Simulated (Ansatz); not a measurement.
# YTl, space group Pm-3m: an equation of state with a fit

Program: the Ansatz DFT code, driven from Python.

Interactive session:
```pycon
>>> import warnings
>>> import ansatz as az
>>> import numpy as np
>>> XC = "PBEsol"
>>> ECUT = 550
>>> KMESH = (8, 8, 8)
>>> VECTORS = np.array([
...     [3.751, 0.0, 0.0],
...     [0.0, 3.751, 0.0],
...     [0.0, 0.0, 3.751],
... ])
>>> SITES = [
...     ("Y", (0.5, 0.5, 0.5)),
...     ("Tl", (0.0, 0.0, 0.0)),
... ]
>>> def make_crystal(cell):
...     crystal = az.Crystal(lattice=az.Lattice.of(cell))
...     for symbol, position in SITES:
...         crystal = crystal.atom(symbol, position)
...     return crystal
...
>>> warnings.simplefilter("ignore", az.DeckWarning)
>>> # uniform scaling of the cell
>>> volumes, energies = [], []
>>> for scale in np.linspace(0.9, 1.1, 9):
...     cell = VECTORS * scale ** (1 / 3)
...     calc = (
...         make_crystal(cell).calculation()
...         .functional(XC)
...         .occupations(az.OccupationsMethod.COLD)
...         .basis(ECUT)
...         .kpoints(*KMESH)
...     )
...     r = calc.run(threads=1, pin="off").report
...     volumes.append(abs(np.linalg.det(cell)) / len(SITES))
...     energies.append(r["free_energy_ev"] / len(SITES))
...     print(f"V = {volumes[-1]:8.4f} A^3/atom  F = {energies[-1]:.5f} eV/atom")
...
V =  23.7495 A^3/atom  F = -7545.79535 eV/atom
V =  24.4092 A^3/atom  F = -7545.82086 eV/atom
V =  25.0689 A^3/atom  F = -7545.83658 eV/atom
V =  25.7286 A^3/atom  F = -7545.84386 eV/atom
V =  26.3883 A^3/atom  F = -7545.84380 eV/atom
V =  27.0480 A^3/atom  F = -7545.83737 eV/atom
V =  27.7077 A^3/atom  F = -7545.82537 eV/atom
V =  28.3674 A^3/atom  F = -7545.80855 eV/atom
V =  29.0271 A^3/atom  F = -7545.78757 eV/atom
>>> # third-order Birch-Murnaghan: a cubic in V^(-2/3)
>>> x = np.array(volumes) ** (-2 / 3)
>>> poly = np.polynomial.Polynomial.fit(x, energies, 3).convert()
>>> roots = poly.deriv().roots()
>>> x0 = min((r.real for r in roots if abs(r.imag) < 1e-9 and poly.deriv(2)(r.real) > 0), key=lambda r: abs(r - x.mean()))
>>> v0 = x0 ** -1.5
>>> b0 = 4 / 9 * poly.deriv(2)(x0) * v0 ** (-7 / 3) * 160.21766
>>> b1 = 4 + 2 / 3 * x0 * poly.deriv(3)(x0) / poly.deriv(2)(x0)
>>> print(f"V0 = {v0:.4f} A^3/atom, B0 = {b0:.1f} GPa, dB/dP = {b1:.2f}")
V0 = 26.0482 A^3/atom, B0 = 65.7 GPa, dB/dP = 4.56
```

A third-order Birch-Murnaghan fit through the 9 points has its minimum at 26.05 Å³ an atom, 1.3 % below the typed cell, with a bulk modulus of 66 GPa and dB/dP = 4.6. From that minimum the energy rises by 49.3 meV an atom on the compressed side and 57.1 meV on the expanded side.

Absolute energies stand on the zero of these potentials, so only differences at equal settings mean something. The mesh is modest for a metal, so energies can be off by several to tens of meV an atom and pressures by half a GPa or more; differences at equal mesh fare better. Spin-orbit coupling, which matters for elements this heavy, is left out. The starting cell is as deposited in a crystallographic database; the results hold for this polymorph, which needn't be the stable one. It ran for 14 s on 1 thread of Arm Neoverse V2, with other jobs on the host, peak memory 0.41 GiB.
